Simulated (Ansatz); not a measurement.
# NaMoO2: a single-point run

The task is a single-point run on NaMoO2. The structure is shown as the input types it.

Program: Ansatz 0.2.0. Level of theory: DFT, PBEsol, PAW with Ansatz's default frozen-core files, scalar-relativistic. These are calculated values, not measurements.

1 further run of the same task is left out (it didn't finish). Runs told in other sessions of the task aren't counted.

### Step 1. The starting structure

Symmetry: R-3m, No. 166, trigonal system. The conventional cell has a = 3.234 Å, b = 3.234 Å, c = 15.658 Å, α = 90.00°, β = 90.00°, γ = 120.00°. Na (site symmetry -3m) has 6 O at 2.42 Å in its first shell of neighbours. Around Mo (site symmetry -3m) lie 6 O at 2.15 Å. O (site symmetry 3m) has 3 Mo at 2.15 Å and 3 Na at 2.42 Å in its first shell of neighbours.

As a file:

```cif
data_structure
_symmetry_space_group_name_H-M 'R-3m:H'
_symmetry_Int_Tables_number 166
_cell_length_a 3.2336
_cell_length_b 3.2336
_cell_length_c 15.6580
_cell_angle_alpha 90.000
_cell_angle_beta 90.000
_cell_angle_gamma 120.000
_cell_volume 141.78
loop_
_atom_site_label
_atom_site_type_symbol
_atom_site_symmetry_multiplicity
_atom_site_Wyckoff_symbol
_atom_site_fract_x
_atom_site_fract_y
_atom_site_fract_z
_atom_site_occupancy
Na1 Na 3 b 0.66667 0.33333 0.83333 1
Mo1 Mo 3 a 0.00000 0.00000 0.00000 1
O1 O 6 c 0.33333 0.66667 0.93177 1
```

### Step 2. Running it

Contents of input.yaml:

```yaml
crystal:
  lattice:
    - [1.616775398, 0.9334457113, 5.2193168099]
    - [-1.616775398, 0.9334457113, 5.2193168099]
    - [0.0, -1.8668914225, 5.2193168099]
  atoms:
    - { symbol: Na, position: [0.5, 0.5, 0.5] }
    - { symbol: Mo, position: [0.0, 0.0, 0.0], spin: 0.9 }
    - { symbol: O, position: [0.26510395, 0.26510395, 0.26510395] }
    - { symbol: O, position: [0.73489605, 0.73489605, 0.73489605] }
magnetization:
  spin_polarized: true
  initial_magnetization: 0.9
  spin_locking: { lock_magnetization: hard }
kpoints:
  mp_grid: { grid: [9, 9, 9] }
scf:
  occupations: { method: fermi_dirac, width: 0.05 }
  lower_state_search: "off"
  mixing: { algorithm: anderson, beta: 0.005, ndim: 1 }
  max_iter: 60
hamiltonian:
  xc: pbesol
  pseudopotentials: { kind: paw }
output:
  forces: true
  stress: true
  eigenvalues: true
```

The run is started by

```sh
ansatz run input.yaml --threads 2 --pin off --max-ram 6144MiB --backend cpu --events-out ev --progress --plain --runs-dir out
```

**Question.** How will this run end, and is anything wrong with its input?

The program finished normally, with warnings (locked moment state unchecked, stress scf threshold loose). Its log warns: «This run holds its total moment fixed (magnetization.spin_locking.lock_magnetization: hard) and mixes its density by anderson or broyden (scf.mixing.algorithm ...»

The suspect setting: scf.mixing.algorithm is anderson; scf.mixing.beta is 0.005; scf.mixing.ndim is 1. What could go wrong: mixing too weak. The residual crept for many cycles and then fell at once, which so weak a step can't do by itself: the program changed its mixing. Several mixing settings were changed at once, so this run can't tell how much each is to blame.

To check: delete scf.mixing.algorithm, scf.mixing.beta and scf.mixing.ndim (the default then holds).
